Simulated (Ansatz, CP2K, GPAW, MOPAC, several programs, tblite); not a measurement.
# What cheap methods get right for GaCuSe2

How much accuracy does each second buy? GaCuSe2 is computed with 10 methods, from the cheapest up to r2SCAN.

Program: MOPAC, tblite, CP2K, Ansatz, GPAW (versions at each run). Level of theory: no spin polarisation, static lattice; gaps from single points on the cell relaxed beforehand with r²SCAN. These are calculated values, not measurements.

4 further runs of the same task are left out: 4 set aside as unsound or not needed.

### 1 The starting structure

It takes space group I-42d (No. 122, tetragonal). The conventional cell has a = 5.608 Å, b = 5.608 Å, c = 11.099 Å, α = 90.00°, β = 90.00°, γ = 90.00°. Ga (site symmetry -4) has 4 Se at 2.43 Å as nearest neighbours. Around Cu (site symmetry -4) lie 4 Se at 2.41 Å. Around Se (site symmetry 2) lie 2 Cu at 2.41 Å and 2 Ga at 2.43 Å.

As a file:

```xyz
8
Lattice="-2.8041 2.8041 5.5493 2.8041 -2.8041 5.5493 2.8041 2.8041 -5.5493" Properties=species:S:1:pos:R:3 pbc="T T T"
Ga    0.0000    0.0000    5.5493
Ga    2.8041    0.0000    2.7746
Cu    0.0000    0.0000    0.0000
Cu    0.0000    2.8041    2.7746
Se    1.3816    1.4021    1.3873
Se    1.4021    4.2266   -1.3873
Se    1.4225    1.4021    6.9366
Se    1.4021   -1.4225    4.1620
```

**Question.** The methods are PM6, PM7, GFN1-xTB (tblite), GFN2-xTB (tblite), PBE/DZVP, PBE/SZV, coarse PBE, GLLB-SC, PBE, r2SCAN. What gap does r2SCAN give on this cell, and which other methods (full PBE left aside) come nearest to r2SCAN and farthest in gap, volume and bulk modulus?

| quantity | value |
| --- | --- |
| r2SCAN | gap 0.56 eV, 21.82 Å³/atom, B₀ 71 GPa |
| gap: nearest and farthest of the other methods | coarse PBE (-0.31 eV), GFN2-xTB (tblite) (+1.86 eV) |
| volume: nearest and farthest of the other methods | GFN1-xTB (tblite) (+3.6 %), PBE/DZVP (+5.5 %) |
| bulk modulus: nearest and farthest of the other methods | GFN1-xTB (tblite) (-6 %), PBE/DZVP (-21 %) |

In words: For the gap, of the 6 methods compared (full PBE left aside), coarse PBE comes nearest to r2SCAN and GFN2-xTB (tblite) is farthest. Among the 2 methods compared for the volume (full PBE left aside), GFN1-xTB (tblite) is nearest to r2SCAN and PBE/DZVP farthest. For the bulk modulus, of the 2 methods compared (full PBE left aside), GFN1-xTB (tblite) comes nearest to r2SCAN and PBE/DZVP is farthest. A minimal basis or a coarse cutoff and mesh shifts results by its own error, so closeness to r2SCAN can be chance. Cluster runs see only the k-points that fold onto the zone centre, so their gaps can miss the band edges. GLLB-SC is compared with its derivative discontinuity added. PM7, PM6 ended in an unphysical state and are left out of the comparison. No volume is given for GFN2-xTB (tblite), PBE/SZV, coarse PBE, which can hide a larger miss. CPU times run from 3.6 s (PM7) to 1.7 min (r2SCAN). r2SCAN is a yardstick, not the truth: it usually gives gaps below the measured ones. A measured gap of GaCuSe2 is 1.72 eV (“Growth and anisotropy of transport properties of CuGaSe2 single crystals”, 2018, pmc:6251020); the calculated 0.56 eV misses it by -1.16 eV. So large a miss can be the level of theory's own, or it may mean another phase, state or a wrong row. 2 values of this kind are on record in papers (1.7 to 1.72 eV); this one was drawn at random among those near their median. That value is r2SCAN's. Of all methods here GLLB-SC lies nearest to the measured gap (1.04 eV).
